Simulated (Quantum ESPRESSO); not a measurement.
Runs of Quantum ESPRESSO 7.5 on PtSe. Symmetry: Fm-3m, No. 225, cubic system. Conventional cell: a = 5.597 Å, b = 5.597 Å, c = 5.597 Å, α = 90.00°, β = 90.00°, γ = 90.00°. Around Pt (site symmetry m-3m) lie 6 Se at 2.80 Å. Around Se (site symmetry m-3m) lie 6 Pt at 2.80 Å. The cell comes from a database or a generator and needn't be the stable form of this composition.

```csv
level,form of the LDA correlation,gap on the mesh (eV),pressure (GPa),moment (μB)
PBE+U,-,none,-13.3,0.18
LDA+U,PW92,none,-20.6,(a)
RPBE+U,-,none,(b),0.18
PW91+U,-,none,-13.3,0.18
PBEsol+U,-,none,-18.2,0.19
revPBE+U,-,none,-11.4,0.18
```

Alike in all rows: task single point; potentials or basis PseudoDojo 0.4.1 SR LDA stringent; spin collinear, ferromagnetic start; Pt d U = 4 eV; cell as given; k mesh 6 × 6 × 6; cutoff (eV) 1415; smearing gaussian 0.05 eV.

**Question.** Estimate the missing entries.

**Answer.** (a) 0.17; (b) -10.7.

Caveats: the potentials were made for another functional, which shifts forces and pressure (some runs).

A k mesh can miss the band edges, and the runs leave out spin-orbit coupling on Pt, Se.

A gap of «none» marks a metal or a gap under the smearing width.
